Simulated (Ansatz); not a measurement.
# CH5FN2OSi: up Jacob's ladder to CCSD(T)

One table from this session's results is given with a row withheld; the runs are named, their logs left out.

Computed with Ansatz 0.2.0, Gaussian basis. Level: functionals in def2-TZVPP, the program's frozen cores in correlated methods.

Plan: PBE-D4, r2SCAN-D4, PBE0-D4, B3LYP-D4, ωB97X-V, ωB97M-V, B2PLYP; CCSD(T)/def2-TZVPP; MP2/def2-QZVPP; extrapolation to the limit.

## Structure used throughout

The geometry comes from an earlier relaxation with PBE0-D4 in a triple-zeta def2 set; it is a stationary point, not always the lowest conformer.

SMILES `N[SiH](F)/N=C/O`, 11 atoms, charge 0, spin multiplicity 1.

Atoms are counted from 1 here; the program's logs count them from 0.

Bond lengths: N1–Si2 1.692 Å, N1–H7 1.006 Å, N1–H8 1.005 Å, Si2–F3 1.610 Å, Si2–N4 1.713 Å, Si2–H9 1.476 Å, N4–C5 1.257 Å, C5–O6 1.334 Å, C5–H10 1.094 Å, O6–H11 0.969 Å. Angles: Si2–N1–H7 121.7°, Si2–N1–H8 122.4°, H7–N1–H8 112.5°, N1–Si2–F3 113.2°, N1–Si2–N4 107.9°, N1–Si2–H9 110.0°, F3–Si2–N4 108.9°, F3–Si2–H9 104.7°, N4–Si2–H9 112.2°, Si2–N4–C5 125.1°, N4–C5–O6 123.1°, N4–C5–H10 126.8°, O6–C5–H10 110.1°, C5–O6–H11 106.6°.

As a file:

```xyz
11
charge 0, multiplicity 1
N    -0.11537   -1.98984   -0.74442
Si    0.63427   -0.83102    0.23364
F     1.99453   -0.24917   -0.40245
N    -0.46957    0.45903    0.46115
C    -0.22374    1.66961    0.23095
O    -1.10529    2.64631    0.44819
H    -0.78914   -1.73395   -1.44578
H     0.28487   -2.89763   -0.90781
H     1.05096   -1.44177    1.51127
H     0.70735    2.08566   -0.16594
H    -1.90356    2.22576    0.80169
```

The first run:

in.yaml reads:

```yaml
crystal:
  periodic: [false, false, false]
  atoms:
    - {symbol: N, position_ang: [-0.115370, -1.989835, -0.744417]}
    - {symbol: Si, position_ang: [0.634272, -0.831019, 0.233638]}
    - {symbol: F, position_ang: [1.994526, -0.249167, -0.402449]}
    - {symbol: N, position_ang: [-0.469568, 0.459026, 0.461147]}
    - {symbol: C, position_ang: [-0.223740, 1.669608, 0.230955]}
    - {symbol: O, position_ang: [-1.105293, 2.646312, 0.448194]}
    - {symbol: H, position_ang: [-0.789145, -1.733951, -1.445779]}
    - {symbol: H, position_ang: [0.284872, -2.897633, -0.907807]}
    - {symbol: H, position_ang: [1.050959, -1.441767, 1.511268]}
    - {symbol: H, position_ang: [0.707348, 2.085660, -0.165941]}
    - {symbol: H, position_ang: [-1.903558, 2.225765, 0.801690]}
basis:
  gaussian: {orbitals: def2-TZVPP}
hamiltonian: {xc: pbe, dispersion: d4}
output: {forces: true, orbitals: {seedname: orbitals}}
```

The run is started by

```sh
$ ansatz run in.yaml --threads 4 --pin off --events-out ev --progress --plain --max-ram 10444MiB
```

Steps of the session up to this table: PBE-D4 (GGA); r2SCAN-D4 (meta-GGA); PBE0-D4 (hybrid); B3LYP-D4 (hybrid); ωB97X-V (range-separated); ωB97M-V (range-separated); B2PLYP (double hybrid); CCSD(T) in def2-TZVPP; MP2 in def2-QZVPP.

One table of the session follows, with a row left open; its other results are not shown here.

It belongs to the step «Atomisation energies». 

| method | atomisation energy (kJ/mol) |
| --- | --- |
| PBE-D4 | 4476.6 |
| r2SCAN-D4 | 4353.1 |
| PBE0-D4 | ? |
| B3LYP-D4 | 4365.7 |
| ωB97X-V | 4379.4 |
| ωB97M-V | 4382.4 |
| B2PLYP | 4320.1 |
| HF/def2-TZVPP | 2968.7 |
| MP2/def2-TZVPP | 4332.6 |
| CCSD/def2-TZVPP | 4133.0 |
| CCSD(T)/def2-TZVPP | 4213.9 |
| MP2/CBS | 4481.9 |
| CCSD(T)/CBS | 4363.3 |

**Question.** Estimate the row for PBE0-D4.

**Answer.** atomisation energy (kJ/mol): 4345.7. In the column «atomisation energy (kJ/mol)» it lies between MP2/def2-TZVPP (4332.6) and r2SCAN-D4 (4353.1).

Caveats from the session: Free atoms (2 N, 1 Si, 1 F, 1 C, 1 O, 5 H) were run apart at each level; the atomisation energy is their sum less the molecule, without zero-point or spin-orbit terms.
